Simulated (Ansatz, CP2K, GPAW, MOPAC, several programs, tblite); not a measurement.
# Sn2TeSe from cheap methods to r2SCAN

Aim: run Sn2TeSe through methods of unlike cost and see what each gets, and at what price.

Program: MOPAC, tblite, CP2K, GPAW, Ansatz (versions at each run). Level of theory: no spin polarisation, static lattice; gaps from single points on the cell relaxed beforehand with r²SCAN. These are calculated values, not measurements.

## (1) The starting structure

It takes space group P4/mmm (No. 123, tetragonal). The conventional cell has a = 4.381 Å, b = 4.381 Å, c = 6.226 Å, α = 90.00°, β = 90.00°, γ = 90.00°. Around Se (site symmetry 4/mmm) lie 6 Sn at 3.10 to 3.11 Å. Around Sn (site symmetry 4/mmm) lie 4 Te at 3.10 Å and 2 Se at 3.11 Å. Te (site symmetry 4/mmm) has 6 Sn at 3.10 to 3.11 Å as nearest neighbours. Sn (site symmetry 4/mmm) has 4 Se at 3.10 Å and 2 Te at 3.11 Å as nearest neighbours.

As a file:

```xyz
4
Lattice="4.3810 0.0000 0.0000 0.0000 4.3810 0.0000 0.0000 0.0000 6.2262" Properties=species:S:1:pos:R:3 pbc="T T T"
Se    0.0000    0.0000    0.0000
Sn    0.0000    0.0000    3.1131
Te    2.1905    2.1905    3.1131
Sn    2.1905    2.1905    0.0000
```

The structure type (ordered alloy on rocksalt lattice) is imposed and need not be the compound's stable one.

**Question.** The methods are PM7, GFN1-xTB (tblite), PBE/DZVP, PBE/single-zeta, PBE/SZV, coarse PBE, PBE, r2SCAN. What gap does r2SCAN give on this cell, and which other methods (full PBE left aside) come nearest to r2SCAN and farthest in gap, volume and bulk modulus?

```
                                               quantity                                                                               value
                                                 r2SCAN                                                    no gap, 29.87 Å³/atom, B₀ 47 GPa
         gap: nearest and farthest of the other methods  PBE/DZVP, PBE/single-zeta, PBE/SZV, coarse PBE (about 0.00 eV off); PM7 (+2.69 eV)
      volume: nearest and farthest of the other methods                                                PBE/DZVP (+3.6 %), PBE/SZV (+10.6 %)
bulk modulus: nearest and farthest of the other methods                                                     PBE/SZV (-4 %), PBE/DZVP (-8 %)
```

**Reading.** For the gap (full PBE left aside), PBE/DZVP, PBE/single-zeta, PBE/SZV, coarse PBE tie for nearest to r2SCAN; PM7 is farthest. For the volume, of the 2 methods compared (full PBE left aside), PBE/DZVP comes nearest to r2SCAN and PBE/SZV is farthest. Among the 2 methods compared for the bulk modulus (full PBE left aside), PBE/SZV is nearest to r2SCAN and PBE/DZVP farthest. A minimal basis or a coarse cutoff and mesh shifts results by its own error, so closeness to r2SCAN can be chance. Cluster runs see only the k-points that fold onto the zone centre, so their gaps can miss the band edges. No volume is given for PM7, GFN1-xTB (tblite), PBE/single-zeta, coarse PBE, which can hide a larger miss. Overlaps count as a gap of zero in the misses; they are PBE/DZVP -0.24, PBE/single-zeta -0.28, PBE/SZV -0.28, coarse PBE -0.24, PBE -0.23, r2SCAN -0.25 eV. CPU times run from 0.82 s (PM7) to 22 s (r2SCAN). PM7, GFN1-xTB (tblite) disagree with r2SCAN even on whether there is a gap. Semilocal functionals can close a small real gap, so r2SCAN's «no gap» may be its own error. r2SCAN is a yardstick, not the truth. Spin-orbit coupling is left out throughout.
